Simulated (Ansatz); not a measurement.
# AlH₆NOSi: basis-set convergence

The task here is to estimate one member of a computed series from the others.

The runs use Ansatz 0.2.0, Gaussian basis; one geometry, several basis sets.

The runs, in order: PBE0-D4/def2-SVP; ωB97M-V/def2-SVP; PBE0-D4/def2-QZVPP; ωB97M-V/def2-QZVPP; the functionals' def2-TZVPP values are taken from earlier runs.

## The geometry

All runs share one geometry, relaxed beforehand with PBE0-D4 in a triple-zeta def2 set.

SMILES `[NH2][AlH][SiH2]O`, 10 atoms, charge 0, spin multiplicity 1.

Atoms are counted from 1 here; the program's logs count them from 0.

Bond lengths: N1–Al2 1.771 Å, N1–H5 1.008 Å, N1–H6 1.008 Å, Al2–Si3 2.466 Å, Al2–H7 1.589 Å, Si3–O4 1.666 Å, Si3–H8 1.498 Å, Si3–H9 1.490 Å, O4–H10 0.958 Å. Angles: Al2–N1–H5 125.3°, Al2–N1–H6 124.5°, H5–N1–H6 110.1°, N1–Al2–Si3 115.9°, N1–Al2–H7 117.2°, Si3–Al2–H7 126.9°, Al2–Si3–O4 112.2°, Al2–Si3–H8 111.5°, Al2–Si3–H9 112.0°, O4–Si3–H8 110.3°, O4–Si3–H9 104.5°, H8–Si3–H9 106.0°, Si3–O4–H10 116.4°.

The first run:

File in.yaml:

```yaml
crystal:
  periodic: [false, false, false]
  atoms:
    - {symbol: N, position_ang: [-0.443456, 1.949835, -0.485909]}
    - {symbol: Al, position_ang: [0.161371, 0.932523, 0.830955]}
    - {symbol: Si, position_ang: [0.498125, -1.448376, 0.284802]}
    - {symbol: O, position_ang: [-0.117796, -1.843158, -1.212395]}
    - {symbol: H, position_ang: [-0.638774, 2.936041, -0.417004]}
    - {symbol: H, position_ang: [-0.588290, 1.632558, -1.431226]}
    - {symbol: H, position_ang: [0.407641, 1.632878, 2.235767]}
    - {symbol: H, position_ang: [-0.081863, -2.341329, 1.338209]}
    - {symbol: H, position_ang: [1.942764, -1.801075, 0.197565]}
    - {symbol: H, position_ang: [-1.056522, -1.700997, -1.337862]}
basis:
  gaussian: {orbitals: def2-SVP}
hamiltonian: {xc: pbe0, dispersion: d4}
output: {orbitals: {seedname: orbitals}}
```

Steps of the session up to this table: PBE0-D4 in def2-SVP; ωB97M-V in def2-SVP; PBE0-D4 in def2-QZVPP; ωB97M-V in def2-QZVPP.

One of the session's tables, all rows but one given; the rest of the session is left out.

It belongs to the step «Density functionals: the series». 

```
functional       basis  HOMO (eV)
   PBE0-D4    def2-SVP      -6.95
   PBE0-D4  def2-TZVPP          ?
   PBE0-D4  def2-QZVPP      -7.10
   ωB97M-V    def2-SVP      -8.95
   ωB97M-V  def2-TZVPP      -9.10
   ωB97M-V  def2-QZVPP      -9.14
```

Estimate the missing values for PBE0-D4, def2-TZVPP.

**Answer.** HOMO (eV): -7.07. In the column «HOMO (eV)» it lies between PBE0-D4, def2-QZVPP (-7.10) and PBE0-D4, def2-SVP (-6.95).
